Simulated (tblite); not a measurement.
# C5H14P2: the cost of one run

Programs: tblite 0.8.0 and PySCF 2.14.0, with density-fitted response routines of our own. Each step states its level of theory. These are calculated values for one molecule, in the gas phase or a continuum, unless marked as measured. Atoms are numbered from 0 throughout.

**1. The starting structure**

21 atoms, charge 0, multiplicity 1; geometry from: force field or distance geometry start.

Bonds of the start (Å): C0–C1 1.52, C1–C2 1.52, C2–P3 1.80, P3–C4 1.82, P3–C5 1.80, C5–P6 1.84, C0–H7 1.11, C0–H8 1.11, C0–H9 1.13, C1–H10 1.13, C1–H11 1.09, C2–H12 1.12, C2–H13 1.13, C4–H14 1.13, C4–H15 1.11, C4–H16 1.11, C5–H17 1.11, C5–H18 1.12, P6–H19 1.47, P6–H20 1.47.

**2. Geometry optimisation with GFN2-xTB**

Job settings and geometry (Å):

```
{"job": {"kind": "relax", "xc": "GFN2-xTB", "basis": "xTB"}, "charge": 0, "multiplicity": 1}
C     -3.270800     0.747400     0.220500
C     -2.136300    -0.244700     0.028900
C     -0.850200     0.570800     0.028300
P      0.658800    -0.380400    -0.190100
C      0.863500    -1.904600     0.792000
C      2.148000     0.486700    -0.725900
P      3.505400     0.655800     0.499100
H     -4.115800     0.283800     0.767100
H     -2.868100     1.651600     0.716500
H     -3.568400     1.074800    -0.816800
H     -2.131800    -0.946300     0.918800
H     -2.272300    -0.862600    -0.858700
H     -0.924700     1.241000     0.918000
H     -0.953600     1.253500    -0.861400
H      0.507700    -2.757700     0.149300
H      1.925800    -2.124400     1.004600
H      0.272200    -1.911100     1.728800
H      1.939600     1.510900    -1.110000
H      2.550500    -0.065300    -1.610100
H      4.608800    -0.261800     0.164200
H      4.102800     1.999700     0.391400
```

The run is started by

```bash
> OMP_NUM_THREADS=1 python probes_run.py task.json out
```

This one command runs all jobs of the session in turn.

**Question.** How long does this first job take on 1 thread of Arm Neoverse V1, shared host?

About 1.2 s.
